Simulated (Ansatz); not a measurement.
# Ti12H: the cost of one run

All numbers below are computed with Ansatz 0.2.0 (DFT PBE+D3(BJ), plane waves, PAW, scalar-relativistic, no spin polarisation).

## (1) Starting point

The cell holds 13 atoms (HTi12): a = 5.900 Å, b = 8.850 Å, c = 4.685 Å, α = 90.00°, β = 90.00°, γ = 120.00°.

Coordinates:

```
CELL_PARAMETERS angstrom
5.90000 0.00000 0.00000
-4.42500 7.66432 0.00000
0.00000 0.00000 4.68460
ATOMIC_POSITIONS crystal
Ti 0.00000 0.00000 0.00000
Ti 0.16667 0.22222 0.50000
Ti 0.00000 0.33333 0.00000
Ti 0.16667 0.55556 0.50000
Ti 0.00000 0.66667 0.00000
Ti 0.16667 0.88889 0.50000
Ti 0.50000 0.00000 0.00000
Ti 0.66667 0.22222 0.50000
Ti 0.50000 0.33333 0.00000
Ti 0.66667 0.55556 0.50000
Ti 0.50000 0.66667 0.00000
Ti 0.66667 0.88889 0.50000
H 0.65507 0.21342 0.87453
```

## (2) Relaxing the start

Input file input.yaml:

```yaml
accuracy: low
crystal:
  lattice:
    - [5.9, 0.0, 0.0]
    - [-4.425, 7.664325, 0.0]
    - [0.0, 0.0, 4.6846]
  atoms:
    - { symbol: Ti, position: [0.0, 0.0, 0.0] }
    - { symbol: Ti, position: [0.1666667, 0.2222222, 0.5] }
    - { symbol: Ti, position: [0.0, 0.3333333, 0.0] }
    - { symbol: Ti, position: [0.1666667, 0.5555556, 0.5] }
    - { symbol: Ti, position: [0.0, 0.6666667, 0.0] }
    - { symbol: Ti, position: [0.1666667, 0.8888889, 0.5] }
    - { symbol: Ti, position: [0.5, 0.0, 0.0] }
    - { symbol: Ti, position: [0.6666667, 0.2222222, 0.5] }
    - { symbol: Ti, position: [0.5, 0.3333333, 0.0] }
    - { symbol: Ti, position: [0.6666667, 0.5555556, 0.5] }
    - { symbol: Ti, position: [0.5, 0.6666667, 0.0] }
    - { symbol: Ti, position: [0.6666667, 0.8888889, 0.5] }
    - { symbol: H, position: [0.6550716, 0.2134186, 0.8745314] }
basis:
  ecutwfc: 420.0
kpoints:
  mp_grid: { grid: [2, 2, 2] }
hamiltonian:
  xc: pbe
  dispersion: d3bj
scf:
  occupations: { method: fermi_dirac, width: 0.1 }
  lower_state_search: "off"
relax:
  f_tol: 0.08
  max_steps: 25
  adjacent_minimum: "off"
```

On the command line:

```console
$ ansatz run input.yaml --threads 1 --pin off --max-ram 3072MiB --backend cpu --events-out ev --progress --plain --runs-dir out
```

What time and memory should one allow on 1 thread of Arm Neoverse V2, shared host?

About 22 s, with a peak of 0.5 GiB.
